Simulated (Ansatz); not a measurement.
# UHF/STO-3G run of GeH2ClO (SMILES [O][GeH2][Cl])

Aim: the vertical electron affinity of GeH2ClO at UHF/STO-3G, from 2 runs. 

Program for the calculation: Ansatz 0.2.0.

74 further runs of the same task are left out: 1 that didn't finish, 73 set aside as unsound or not needed.

### Step 1. The molecule

The species is GeH2ClO (5 atoms), meant as a doublet with charge 0. As SMILES, `[O][GeH2][Cl]`. Geometry: relaxed at PBE0-D4/def2-TZVP.

Bond lengths: O1–Ge2 1.781 Å, Ge2–Cl3 2.144 Å, Ge2–H4 1.531 Å, Ge2–H5 1.531 Å. Angles: O1–Ge2–Cl3 110.8°, O1–Ge2–H4 106.5°, O1–Ge2–H5 106.5°, Cl3–Ge2–H4 108.2°, Cl3–Ge2–H5 108.2°, H4–Ge2–H5 116.7°.

### Step 2. A single-point energy at UHF/STO-3G

Contents of job.yaml:

```yaml
crystal:
  periodic: [false, false, false]
  atoms:
    - {symbol: O, position_ang: [-0.272400, -0.591800, 1.625500]}
    - {symbol: Ge, position_ang: [0.123700, -0.081200, -0.034500]}
    - {symbol: Cl, position_ang: [-1.347100, 1.290100, -0.778900]}
    - {symbol: H, position_ang: [0.081000, -1.343800, -0.899000]}
    - {symbol: H, position_ang: [1.464600, 0.653000, 0.045400]}
basis:
  gaussian:
    orbitals: STO-3G
magnetization:
  spin_polarized: true
  initial_magnetization: 1
hamiltonian:
  xc: hf
accuracy: high
output: {orbitals: {seedname: orbitals}}
```

Command:

```console
$ ansatz run job.yaml --threads 1 --pin off --max-ram 3480MiB --events-out events.jsonl --progress --plain --runs-dir runs
```

The program printed:

```text
Warning: RAYON_NUM_THREADS=1 ignored (pool sized by the plan → 1); use --threads N
Functional definition: HF
  name "HF"
  exchange = exact_x
  correlation = 0
558 factors; integrals over basis functions are off by at most 4.6e-9 eV
mean field evaluation 1: about -70238.7653 eV, gradient 1.9e1 eV
mean field evaluation 2: about -70238.8101 eV, gradient 1.9e1 eV
mean field evaluation 4: about -70243.1028 eV, gradient 1.8e0 eV
mean field evaluation 8: about -70243.1626 eV, gradient 1.0e-3 eV
mean field evaluation 16: about -70243.0624 eV, gradient 7.4e-1 eV
mean field evaluation 32: about -70243.0754 eV, gradient 1.8e-1 eV
mean field -70243.16020394 eV, -2581.3885249707 hartree, gradient 2.0e-8 eV, S^2 0.757944; 2 other end points of the search recorded, 0 dependent functions left out
reference -70243.16020394 eV, -2581.3885249707 hartree; 30, 29 occupied and 4, 5 virtual orbitals, 558 factors
Total energy: -70243.16020394 eV, -2581.3885249707 hartree
```

It took 2.2 s on 1 thread of Intel Xeon Platinum 8259CL at 2.50GHz (Skylake/Cascade Lake), shared host; peak memory 0.12 GiB.

### Step 3. The singlet anion

Edit job.yaml of step 2 so:

```diff
@@ -11,5 +11,3 @@
     orbitals: STO-3G
-magnetization:
-  spin_polarized: true
-  initial_magnetization: 1
+total_charge: -1
 hamiltonian:
@@ -17,2 +15,3 @@
 accuracy: high
-output: {orbitals: {seedname: orbitals}}
+output:
+  orbitals: {seedname: orbitals}
```

Command:

```console
$ ansatz run job.yaml --threads 1 --pin off --max-ram 3480MiB --events-out events.jsonl --progress --plain --runs-dir runs
```

The program printed:

```text
Warning: RAYON_NUM_THREADS=1 ignored (pool sized by the plan → 1); use --threads N
[... 4 set-up lines as earlier in the session ...]
561 factors; integrals over basis functions are off by at most 4.6e-9 eV
mean field evaluation 1: about -70233.1417 eV, gradient 2.9e1 eV
mean field evaluation 2: about -70233.1947 eV, gradient 2.9e1 eV
mean field evaluation 4: about -70237.5575 eV, gradient 3.2e0 eV
mean field evaluation 8: about -70237.6820 eV, gradient 1.8e-4 eV
mean field -70237.67796776 eV, -2581.1870565071 hartree, gradient 2.6e-8 eV, S^2 0.000000; 0 other end points of the search recorded, 0 dependent functions left out
reference -70237.67796776 eV, -2581.1870565071 hartree; 30, 30 occupied and 4, 4 virtual orbitals, 561 factors
Total energy: -70237.67796776 eV, -2581.1870565071 hartree
```

It took 0.95 s on 1 thread of Intel Xeon Platinum 8259CL at 2.50GHz (Skylake/Cascade Lake), shared host; peak memory 0.097 GiB.

### Step 4. What came out

Level: UHF/STO-3G.

```
                                                            quantity           value
                                       doublet GeH2ClO: total energy  -2581.38852 Eh
                 doublet GeH2ClO: HOMO energy (highest over α and β)        -9.74 eV
                  doublet GeH2ClO: LUMO energy (lowest over α and β)         8.44 eV
                                               doublet GeH2ClO: ⟨S²⟩           0.758
                                         singlet anion: total energy  -2581.18706 Eh
                                          singlet anion: HOMO energy         2.08 eV
                                          singlet anion: LUMO energy        15.92 eV
singlet anion: HOMO–LUMO gap (to an unbound level, set by the basis)        13.83 eV
                   vertical electron affinity (to the singlet anion)       -5.482 eV
```

**Reading.** The anion lies 5.48 eV (126 kcal/mol) above the neutral: the electron isn't bound at this level, and such a value depends on the basis. Without diffuse functions anions come out too high. Hartree–Fock misses the correlation that binds many anions. In a minimal basis such a difference can be off by several eV, whatever the method. The HOMO (singlet anion) lies at positive energy, 2.08 eV: the electron is unbound at this level or held by a compact basis; values depend on the basis.
